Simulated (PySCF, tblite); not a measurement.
# C₅H₆FO radical: geometry, infrared bands and EPR parameters

What infrared bands and EPR parameters should C₅H₆FO radical (`C=CC(=O)[CH]CF`) show?

Computed with tblite 0.8.0 and PySCF 2.14.0, with density-fitted response routines of our own, on a single molecule in the gas phase. Atoms count from 0, in the outputs and in this text.

## 1. Starting geometry

13 atoms, charge 0, multiplicity 2; geometry from: force field or distance geometry start.

Bonds of the start (Å): C0–C1 1.36, C1–C2 1.48, C2–O3 1.21, C2–C4 1.47, C4–C5 1.48, C5–F6 1.36, C0–H7 1.09, C0–H8 1.08, C1–H9 1.07, C4–H10 1.09, C5–H11 1.09, C5–H12 1.10.

## 2. Optimising the geometry with GFN2-xTB

Job settings and geometry (Å):

```
{"job": {"kind": "relax", "xc": "GFN2-xTB", "basis": "xTB"}, "charge": 0, "multiplicity": 2}
C      2.677400    -0.194900     0.330000
C      1.478800    -0.097200    -0.295100
C      0.241400    -0.023300     0.511200
O      0.202900    -0.021400     1.722100
C     -0.999000     0.073700    -0.274600
C     -2.289800     0.160000     0.437900
F     -3.303000     0.244800    -0.463800
H      2.753500    -0.202900     1.419500
H      3.595200    -0.255800    -0.237200
H      1.414900    -0.088300    -1.362000
H     -0.979500     0.082000    -1.362300
H     -2.334300     1.050500     1.071500
H     -2.462900    -0.726800     1.063400
```

Command:

```sh
$ OMP_NUM_THREADS=1 python probes_run.py task.json out
```

The driver reads the jobs from task.json and runs them one after another.

**Question.** This job is followed by: GFN2-xTB harmonic vibrations, gas phase; UKS B3LYP, pcH-1 on C F H O, non-relativistic, mean-field spin-orbit, GIAO. What will the session give for the following? strongest single infrared mode (GFN2-xTB); zero-point energy (GFN2-xTB); g(iso) (B3LYP); ⟨S²⟩; largest a(iso) (averaged by class); potential on the surface of density 0.002 e/bohr³, 1st and 99th percentile.

The runs gave:

| quantity | value |
| --- | --- |
| strongest single infrared mode (GFN2-xTB) | 1551 cm⁻¹, 141 km/mol |
| zero-point energy (GFN2-xTB) | 58.6 kcal/mol |
| g(iso) (B3LYP) | 2.00441 |
| ⟨S²⟩ | 0.762 (exact 0.75) |
| largest a(iso) (averaged by class) | 1H on H11, H12, 106.4 MHz |
| potential on the surface of density 0.002 e/bohr³, 1st and 99th percentile | -1.56 V and 1.39 V |

What this shows: Over 14 steps the energy fell by 0.090 eV; of the close pairs, C2–C4 changed most, 1.472 to 1.430 Å. No mode is imaginary among the 33: a minimum at this level. The strongest single mode, at 1551 cm⁻¹, moves mainly C2 and O3. GFN2-xTB is a fitted tight-binding method: band positions and strengths are rough. Its intensities can rank the bands wrongly. C4 carries the largest spin population, 0.81 e. The isotropic g lies 2.1 ppt above the free-electron value. These values are for one conformer; the search (at its own cheap level) found 2 more, at 1.17, 2.55 kcal/mol, and measured spectra average over such forms.
